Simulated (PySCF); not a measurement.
# Molybdenum: the same states on changed settings, part 2 of 2

These states were run before on sound settings. What differs here: initial guess atom, at most 50 SCF cycles, level shift 0.1 hartree. What does it move?

PySCF 2.14.0; changed: initial guess atom, at most 50 SCF cycles, level shift 0.1 hartree. The scripts are equivalent inputs of a driver's runs. The steps go on from the part before.

## 3. Changed run, Mo(2+): the ladder of methods

Level: UHF.

Input file input.py:

```python
from pyscf import gto, scf, dft, mp, cc
import basis_set_exchange as bse
txt = bse.get_basis("def2-SVP", elements=["Mo"], fmt="nwchem", header=False)
cut = txt.index("\nECP")
mol = gto.M(atom="Mo 0 0 0", charge=2, spin=4, symmetry="D2h",
            basis=gto.basis.parse(txt[:cut]),
            ecp={"Mo": gto.basis.parse_ecp(txt[cut:])})
mf = scf.UHF(mol)
mf.irrep_nelec = {'Ag': (2, 1), 'B1g': (1, 0), 'B2g': (1, 0), 'B3g': (1, 0), 'B1u': (1, 1), 'B2u': (1, 1), 'B3u': (1, 1)}
mf.init_guess = "atom"
mf.max_cycle = 50
mf.level_shift = 0.1
mf.conv_check = False  # no last unshifted cycle
mf.kernel()
```

Standard output:

```text
damping factor = 0
level_shift factor = 0.1
DIIS = <class 'pyscf.scf.diis.CDIIS'>
diis_start_cycle = 1
diis_space = 10
diis_damp = 0
SCF conv_tol = 1e-09
SCF conv_tol_grad = None
number electrons alpha = 8  beta = 4
irrep_nelec {'Ag': (2, 1), 'B1g': (1, 0), 'B2g': (1, 0), 'B3g': (1, 0), 'Au': (0, 0), 'B1u': (1, 1), 'B2u': (1, 1), 'B3u': (1, 1)}
alpha HOMO (Ag) = -0.0282074885982726  LUMO (Ag) = -0.0282074885982714

WARN: HOMO -0.0282074885982726 >= LUMO -0.0282074885982741

cycle= 1 E= -66.4796417311732  delta_E= 0.305  |g|= 0.57  |ddm|= 1.23
alpha HOMO (Ag) = -1.14604513181133  LUMO (Ag) = -0.641409954028807
  HOMO = -1.14604513181  LUMO = -0.641409954029  gap/eV = 13.73182
cycle= 2 E= -66.750048245616  delta_E= -0.27  |g|= 0.127  |ddm|= 0.822
alpha HOMO (Ag) = -1.00404851395752  LUMO (Ag) = -0.436999239178338
  HOMO = -1.00404851396  LUMO = -0.436999239178  gap/eV = 15.43020
cycle= 3 E= -66.7590007874259  delta_E= -0.00895  |g|= 0.0342  |ddm|= 0.176
alpha HOMO (Ag) = -0.994111272786743  LUMO (Ag) = -0.417277267718783
  HOMO = -0.994111272787  LUMO = -0.417277267719  gap/eV = 15.69645
cycle= 4 E= -66.7599288125733  delta_E= -0.000928  |g|= 0.0037  |ddm|= 0.0613
alpha HOMO (Ag) = -0.994156895792026  LUMO (Ag) = -0.417525985641321
  HOMO = -0.994156895792  LUMO = -0.417525985641  gap/eV = 15.69093
cycle= 5 E= -66.7599441154896  delta_E= -1.53e-05  |g|= 0.000488  |ddm|= 0.00711
alpha HOMO (Ag) = -0.994054894191337  LUMO (Ag) = -0.41747553572942
  HOMO = -0.994054894191  LUMO = -0.417475535729  gap/eV = 15.68952
cycle= 6 E= -66.7599443899138  delta_E= -2.74e-07  |g|= 9.33e-05  |ddm|= 0.00103
alpha HOMO (Ag) = -0.994053069529517  LUMO (Ag) = -0.417478712271061
  HOMO = -0.99405306953  LUMO = -0.417478712271  gap/eV = 15.68939
cycle= 7 E= -66.7599444134405  delta_E= -2.35e-08  |g|= 5.15e-05  |ddm|= 0.000359
alpha HOMO (Ag) = -0.994048984159658  LUMO (Ag) = -0.417479133958935
  HOMO = -0.99404898416  LUMO = -0.417479133959  gap/eV = 15.68926
cycle= 8 E= -66.7599444272199  delta_E= -1.38e-08  |g|= 2.05e-05  |ddm|= 0.000418
alpha HOMO (Ag) = -0.994051737318864  LUMO (Ag) = -0.41747851012921
  HOMO = -0.994051737319  LUMO = -0.417478510129  gap/eV = 15.68936
cycle= 9 E= -66.759944429649  delta_E= -2.43e-09  |g|= 1.05e-05  |ddm|= 0.000175
alpha HOMO (Ag) = -0.994051433001821  LUMO (Ag) = -0.417478577405821
  HOMO = -0.994051433002  LUMO = -0.417478577406  gap/eV = 15.68935
cycle= 10 E= -66.7599444303426  delta_E= -6.94e-10  |g|= 9.1e-06  |ddm|= 6.17e-05
converged SCF energy = -66.7599444303426  <S^2> = 6.0022261  2S+1 = 5.0008903
```

Time after the integrals: 0.25 s (1 thread of Neoverse-N1, shared host).

The occupied shells:

```csv
shell,electrons,mean orbital energy (eV),spread (eV),rms radius (bohr)
4s α,1,-101.78,0,1.19
4s β,1,-95.911,0,1.19
4p α,3,-71.159,1.097,1.32
4p β,3,-63.408,1.751,1.32
4d α,4,-27.530,1.108,1.85
```

⟨S²⟩ = 6.002, ⟨L²⟩ = 6.02.

Energies and moments cover only the electrons outside the core potential.

Level: BP86.

Changes to input.py:

```diff
@@ -7,3 +7,3 @@
             ecp={"Mo": gto.basis.parse_ecp(txt[cut:])})
-mf = scf.UHF(mol)
+mf = dft.UKS(mol, xc="B88,P86")
 mf.irrep_nelec = {'Ag': (2, 1), 'B1g': (1, 0), 'B2g': (1, 0), 'B3g': (1, 0), 'B1u': (1, 1), 'B2u': (1, 1), 'B3u': (1, 1)}
```

Standard output:

```text
damping factor = 0
level_shift factor = 0.1
DIIS = <class 'pyscf.scf.diis.CDIIS'>
diis_start_cycle = 1
diis_space = 10
diis_damp = 0
SCF conv_tol = 1e-09
SCF conv_tol_grad = None
number electrons alpha = 8  beta = 4
irrep_nelec {'Ag': (2, 1), 'B1g': (1, 0), 'B2g': (1, 0), 'B3g': (1, 0), 'Au': (0, 0), 'B1u': (1, 1), 'B2u': (1, 1), 'B3u': (1, 1)}
XC functionals = B88,P86
    A. D. Becke.,  Phys. Rev. A 38, 3098 (1988)
    J. P. Perdew.,  Phys. Rev. B 33, 8822 (1986)
alpha HOMO (Ag) = -0.0594887937321698  LUMO (Ag) = -0.0594887937321694

WARN: HOMO -0.0594887937321698 >= LUMO -0.0594887937321726

cycle= 1 E= -67.1279922775068  delta_E= 0.83  |g|= 0.416  |ddm|= 1.27
alpha HOMO (Ag) = -0.95986823173565  LUMO (Ag) = -0.874793711935757
  HOMO = -0.959868231736  LUMO = -0.874793711936  gap/eV = 2.31500
cycle= 2 E= -67.2660289778072  delta_E= -0.138  |g|= 0.154  |ddm|= 0.847
alpha HOMO (Ag) = -0.806455839928086  LUMO (Ag) = -0.713814959854693
  HOMO = -0.806455839928  LUMO = -0.713814959855  gap/eV = 2.52089
cycle= 3 E= -67.2768717170017  delta_E= -0.0108  |g|= 0.0219  |ddm|= 0.197
alpha HOMO (Ag) = -0.79169092133793  LUMO (Ag) = -0.697780742402777
  HOMO = -0.791690921338  LUMO = -0.697780742403  gap/eV = 2.55543
cycle= 4 E= -67.2772083180614  delta_E= -0.000337  |g|= 0.00262  |ddm|= 0.0298
alpha HOMO (Ag) = -0.791504800045735  LUMO (Ag) = -0.697468405330693
  HOMO = -0.791504800046  LUMO = -0.697468405331  gap/eV = 2.55886
cycle= 5 E= -67.2772169574517  delta_E= -8.64e-06  |g|= 0.000609  |ddm|= 0.00599
alpha HOMO (Ag) = -0.791511286280381  LUMO (Ag) = -0.697443976024527
  HOMO = -0.79151128628  LUMO = -0.697443976025  gap/eV = 2.55970
cycle= 6 E= -67.2772197369999  delta_E= -2.78e-06  |g|= 0.000574  |ddm|= 0.00462
alpha HOMO (Ag) = -0.791504564923654  LUMO (Ag) = -0.697475388214591
  HOMO = -0.791504564924  LUMO = -0.697475388215  gap/eV = 2.55866
cycle= 7 E= -67.2772204661083  delta_E= -7.29e-07  |g|= 0.00251  |ddm|= 0.0048
alpha HOMO (Ag) = -0.791499631939532  LUMO (Ag) = -0.697506495656358
  HOMO = -0.79149963194  LUMO = -0.697506495656  gap/eV = 2.55768
cycle= 8 E= -67.277218899652  delta_E= 1.57e-06  |g|= 0.00435  |ddm|= 0.00461
alpha HOMO (Ag) = -0.791501586389625  LUMO (Ag) = -0.697504023136769
  HOMO = -0.79150158639  LUMO = -0.697504023137  gap/eV = 2.55780
cycle= 9 E= -67.2772206829253  delta_E= -1.78e-06  |g|= 0.00483  |ddm|= 0.00474
alpha HOMO (Ag) = -0.791485782900888  LUMO (Ag) = -0.697518064265318
  HOMO = -0.791485782901  LUMO = -0.697518064265  gap/eV = 2.55699
cycle= 10 E= -67.2772196574472  delta_E= 1.03e-06  |g|= 0.00604  |ddm|= 0.00489
alpha HOMO (Ag) = -0.791484608159682  LUMO (Ag) = -0.697513040674647
  HOMO = -0.79148460816  LUMO = -0.697513040675  gap/eV = 2.55710
[... 57 lines left out ...]
cycle= 30 E= -67.277344489701  delta_E= -9.49e-06  |g|= 0.0234  |ddm|= 0.0156
alpha HOMO (Ag) = -0.791804341752316  LUMO (Ag) = -0.697288501973955
  HOMO = -0.791804341752  LUMO = -0.697288501974  gap/eV = 2.57191
cycle= 31 E= -67.2773734365879  delta_E= -2.89e-05  |g|= 0.0239  |ddm|= 0.0166
alpha HOMO (Ag) = -0.791833656710359  LUMO (Ag) = -0.697275252895826
  HOMO = -0.79183365671  LUMO = -0.697275252896  gap/eV = 2.57307
cycle= 32 E= -67.2773798425304  delta_E= -6.41e-06  |g|= 0.0258  |ddm|= 0.0177
alpha HOMO (Ag) = -0.791846087293935  LUMO (Ag) = -0.69722336256444
  HOMO = -0.791846087294  LUMO = -0.697223362564  gap/eV = 2.57482
cycle= 33 E= -67.2773956731212  delta_E= -1.58e-05  |g|= 0.0272  |ddm|= 0.0188
alpha HOMO (Ag) = -0.791832258459868  LUMO (Ag) = -0.697298105491636
  HOMO = -0.79183225846  LUMO = -0.697298105492  gap/eV = 2.57241
cycle= 34 E= -67.2773577439606  delta_E= 3.79e-05  |g|= 0.0313  |ddm|= 0.0203
alpha HOMO (Ag) = -0.79202494310011  LUMO (Ag) = -0.696812801038444
  HOMO = -0.7920249431  LUMO = -0.696812801038  gap/eV = 2.59085
cycle= 35 E= -67.277489183707  delta_E= -0.000131  |g|= 0.0273  |ddm|= 0.02
alpha HOMO (Ag) = -0.792005898177426  LUMO (Ag) = -0.696856296558011
  HOMO = -0.792005898177  LUMO = -0.696856296558  gap/eV = 2.58915
cycle= 36 E= -67.2774460020817  delta_E= 4.32e-05  |g|= 0.0317  |ddm|= 0.0215
alpha HOMO (Ag) = -0.792156644804683  LUMO (Ag) = -0.696806513641118
  HOMO = -0.792156644805  LUMO = -0.696806513641  gap/eV = 2.59461
cycle= 37 E= -67.277522313093  delta_E= -7.63e-05  |g|= 0.0305  |ddm|= 0.0223
alpha HOMO (Ag) = -0.792214154747792  LUMO (Ag) = -0.696882767369957
  HOMO = -0.792214154748  LUMO = -0.69688276737  gap/eV = 2.59410
cycle= 38 E= -67.2775180773892  delta_E= 4.24e-06  |g|= 0.033  |ddm|= 0.0241
alpha HOMO (Ag) = -0.792326564224913  LUMO (Ag) = -0.696548336102718
  HOMO = -0.792326564225  LUMO = -0.696548336103  gap/eV = 2.60626
cycle= 39 E= -67.2775283188767  delta_E= -1.02e-05  |g|= 0.0346  |ddm|= 0.0237
alpha HOMO (Ag) = -0.792547708418235  LUMO (Ag) = -0.696145497596453
  HOMO = -0.792547708418  LUMO = -0.696145497596  gap/eV = 2.62324
[... the stored log ends here ...]
```

It took 3.1 s on 1 thread of Neoverse-N1, shared host, the integrals not counted.

This run did not converge, so its energy enters no difference.

Level: r2SCAN.

Changes to input.py:

```diff
@@ -7,3 +7,3 @@
             ecp={"Mo": gto.basis.parse_ecp(txt[cut:])})
-mf = dft.UKS(mol, xc="B88,P86")
+mf = dft.UKS(mol, xc="R2SCAN")
 mf.irrep_nelec = {'Ag': (2, 1), 'B1g': (1, 0), 'B2g': (1, 0), 'B3g': (1, 0), 'B1u': (1, 1), 'B2u': (1, 1), 'B3u': (1, 1)}
```

Standard output:

```text
damping factor = 0
level_shift factor = 0.1
DIIS = <class 'pyscf.scf.diis.CDIIS'>
diis_start_cycle = 1
diis_space = 10
diis_damp = 0
SCF conv_tol = 1e-09
SCF conv_tol_grad = None
number electrons alpha = 8  beta = 4
irrep_nelec {'Ag': (2, 1), 'B1g': (1, 0), 'B2g': (1, 0), 'B3g': (1, 0), 'Au': (0, 0), 'B1u': (1, 1), 'B2u': (1, 1), 'B3u': (1, 1)}
XC functionals = R2SCAN
    J. W. Furness, A. D. Kaplan, J. Ning, J. P. Perdew, and J. Sun.,  J. Phys. Chem. Lett. 11, 8208-8215 (2020)
    J. W. Furness, A. D. Kaplan, J. Ning, J. P. Perdew, and J. Sun.,  J. Phys. Chem. Lett. 11, 9248-9248 (2020)
    J. W. Furness, A. D. Kaplan, J. Ning, J. P. Perdew, and J. Sun.,  J. Phys. Chem. Lett. 11, 8208-8215 (2020)
    J. W. Furness, A. D. Kaplan, J. Ning, J. P. Perdew, and J. Sun.,  J. Phys. Chem. Lett. 11, 9248-9248 (2020)
alpha HOMO (B1g) = -0.0537111230912622  LUMO (Ag) = -0.0537111230912608

WARN: HOMO -0.0537111230912622 >= LUMO -0.0537111230912633

cycle= 1 E= -67.1061789108904  delta_E= 0.747  |g|= 0.417  |ddm|= 1.27
alpha HOMO (Ag) = -0.958395731810093  LUMO (Ag) = -0.85153529782777
  HOMO = -0.95839573181  LUMO = -0.851535297828  gap/eV = 2.90782
cycle= 2 E= -67.2461170372922  delta_E= -0.14  |g|= 0.137  |ddm|= 0.813
alpha HOMO (Ag) = -0.809957443726631  LUMO (Ag) = -0.695033189517836
  HOMO = -0.809957443727  LUMO = -0.695033189518  gap/eV = 3.12725
cycle= 3 E= -67.2540759167629  delta_E= -0.00796  |g|= 0.0188  |ddm|= 0.176
alpha HOMO (Ag) = -0.796845828885349  LUMO (Ag) = -0.680213026879434
  HOMO = -0.796845828885  LUMO = -0.680213026879  gap/eV = 3.17374
cycle= 4 E= -67.2543126398431  delta_E= -0.000237  |g|= 0.00249  |ddm|= 0.027
alpha HOMO (Ag) = -0.796811361821822  LUMO (Ag) = -0.679854961546428
  HOMO = -0.796811361822  LUMO = -0.679854961546  gap/eV = 3.18255
cycle= 5 E= -67.2543417678288  delta_E= -2.91e-05  |g|= 0.00169  |ddm|= 0.0137
alpha HOMO (Ag) = -0.796872906697205  LUMO (Ag) = -0.679799708136549
  HOMO = -0.796872906697  LUMO = -0.679799708137  gap/eV = 3.18572
cycle= 6 E= -67.2543669592635  delta_E= -2.52e-05  |g|= 0.00203  |ddm|= 0.0126
alpha HOMO (Ag) = -0.796807863619772  LUMO (Ag) = -0.679858367060408
  HOMO = -0.79680786362  LUMO = -0.67985836706  gap/eV = 3.18236
cycle= 7 E= -67.2543778763785  delta_E= -1.09e-05  |g|= 0.00426  |ddm|= 0.0078
alpha HOMO (Ag) = -0.79654277610448  LUMO (Ag) = -0.680151976087039
  HOMO = -0.796542776104  LUMO = -0.680151976087  gap/eV = 3.16715
cycle= 8 E= -67.2543389658856  delta_E= 3.89e-05  |g|= 0.00965  |ddm|= 0.00663
alpha HOMO (Ag) = -0.79646163681409  LUMO (Ag) = -0.680231382606017
  HOMO = -0.796461636814  LUMO = -0.680231382606  gap/eV = 3.16279
cycle= 9 E= -67.2543104210644  delta_E= 2.85e-05  |g|= 0.011  |ddm|= 0.00896
alpha HOMO (Ag) = -0.796282049479387  LUMO (Ag) = -0.680482432143791
  HOMO = -0.796282049479  LUMO = -0.680482432144  gap/eV = 3.15107
cycle= 10 E= -67.2542335480114  delta_E= 7.69e-05  |g|= 0.0151  |ddm|= 0.02
alpha HOMO (Ag) = -0.796264926073717  LUMO (Ag) = -0.680535118641922
  HOMO = -0.796264926074  LUMO = -0.680535118642  gap/eV = 3.14917
[... 54 lines left out ...]
cycle= 29 E= -67.2541027402148  delta_E= 1.08e-07  |g|= 0.00112  |ddm|= 0.00185
alpha HOMO (Ag) = -0.796228196379561  LUMO (Ag) = -0.680586972832946
  HOMO = -0.79622819638  LUMO = -0.680586972833  gap/eV = 3.14676
cycle= 30 E= -67.2541026523708  delta_E= 8.78e-08  |g|= 0.000968  |ddm|= 0.0016
alpha HOMO (Ag) = -0.796227768466519  LUMO (Ag) = -0.680586681241895
  HOMO = -0.796227768467  LUMO = -0.680586681242  gap/eV = 3.14675
cycle= 31 E= -67.2541025864844  delta_E= 6.59e-08  |g|= 0.000837  |ddm|= 0.00138
alpha HOMO (Ag) = -0.796227958077555  LUMO (Ag) = -0.680586416181364
  HOMO = -0.796227958078  LUMO = -0.680586416181  gap/eV = 3.14677
cycle= 32 E= -67.2541025366851  delta_E= 4.98e-08  |g|= 0.000724  |ddm|= 0.0012
alpha HOMO (Ag) = -0.796228142965498  LUMO (Ag) = -0.680586298359323
  HOMO = -0.796228142965  LUMO = -0.680586298359  gap/eV = 3.14677
cycle= 33 E= -67.2541024993455  delta_E= 3.73e-08  |g|= 0.000626  |ddm|= 0.00103
alpha HOMO (Ag) = -0.79622819134845  LUMO (Ag) = -0.680586151937619
  HOMO = -0.796228191348  LUMO = -0.680586151938  gap/eV = 3.14678
cycle= 34 E= -67.2541024713942  delta_E= 2.8e-08  |g|= 0.000542  |ddm|= 0.000895
alpha HOMO (Ag) = -0.796228226775217  LUMO (Ag) = -0.680586053659268
  HOMO = -0.796228226775  LUMO = -0.680586053659  gap/eV = 3.14678
cycle= 35 E= -67.2541024504367  delta_E= 2.1e-08  |g|= 0.000469  |ddm|= 0.000774
alpha HOMO (Ag) = -0.796228315400266  LUMO (Ag) = -0.680585986773773
  HOMO = -0.7962283154  LUMO = -0.680585986774  gap/eV = 3.14679
cycle= 36 E= -67.2541024347414  delta_E= 1.57e-08  |g|= 0.000405  |ddm|= 0.00067
alpha HOMO (Ag) = -0.796228406816907  LUMO (Ag) = -0.680585927629257
  HOMO = -0.796228406817  LUMO = -0.680585927629  gap/eV = 3.14679
cycle= 37 E= -67.2541024228525  delta_E= 1.19e-08  |g|= 0.000351  |ddm|= 0.000581
alpha HOMO (Ag) = -0.796228449619516  LUMO (Ag) = -0.68058587993285
  HOMO = -0.79622844962  LUMO = -0.680585879933  gap/eV = 3.14679
cycle= 38 E= -67.2541024139399  delta_E= 8.91e-09  |g|= 0.000304  |ddm|= 0.000503
[... the stored log ends here ...]
```

Time after the integrals: 6 s (1 thread of Neoverse-N1, shared host).

This run did not converge, so its energy enters no difference.

Level: MP2 (valence).

Changes to input.py:

```diff
@@ -7,3 +7,3 @@
             ecp={"Mo": gto.basis.parse_ecp(txt[cut:])})
-mf = dft.UKS(mol, xc="R2SCAN")
+mf = scf.UHF(mol)
 mf.irrep_nelec = {'Ag': (2, 1), 'B1g': (1, 0), 'B2g': (1, 0), 'B3g': (1, 0), 'B1u': (1, 1), 'B2u': (1, 1), 'B3u': (1, 1)}
@@ -14 +14,2 @@
 mf.kernel()
+mp.UMP2(mf, frozen=4).kernel()
```

The driver printed no log here.

It took 0.01 s on 1 thread of Neoverse-N1, shared host, the integrals not counted.

With 4 electrons correlated, the MP2 correlation energy is -0.02005 hartree (-0.02005 same spin, 0.00000 opposite spin); the SCS form gives -0.00668. Largest pairs of shells: 4d-4d -0.0200.

## 4. Against the sound run

```
species         method  converged  energy less sound run (eV)
    Mo+            UHF        yes                     -0.0000
    Mo+           BP86        yes                     +0.0000
    Mo+         r2SCAN        yes                     -0.0000
    Mo+  MP2 (valence)        yes                     +0.0664
 Mo(2+)            UHF        yes                     -0.0002
 Mo(2+)           BP86         no                         n/a
 Mo(2+)         r2SCAN         no                         n/a
 Mo(2+)  MP2 (valence)        yes                     +0.0312
```

Ionisation energy of Mo+:

```csv
method,sound run (eV),changed run (eV),shift (eV)
UHF,15.072,15.071,-0.000
MP2,15.533,15.498,-0.035
SCS-MP2,15.225,15.213,-0.012
```

Not in this table, because a run did not converge or left the intended configuration: BP86, r2SCAN.

## 5. Results

The summary covers parts 1 to 2.

| quantity | value |
| --- | --- |
| change | initial guess atom, at most 50 SCF cycles, level shift 0.1 hartree |
| runs converged | 6 of 8 |
| largest shift of a converged total energy | 0.0664 eV |
| largest shift of the ionisation energy among the methods in its table | -0.035 eV (MP2) |

In words: The ionisation energy moves by up to 0.04 eV, at MP2. A level shift leaves the converged SCF energy unchanged but raises the virtual orbital energies, which shrinks MP2 if it is not removed, as here. The MP2 line of a CCSD log is built from the Fock matrix and does not carry the shift.
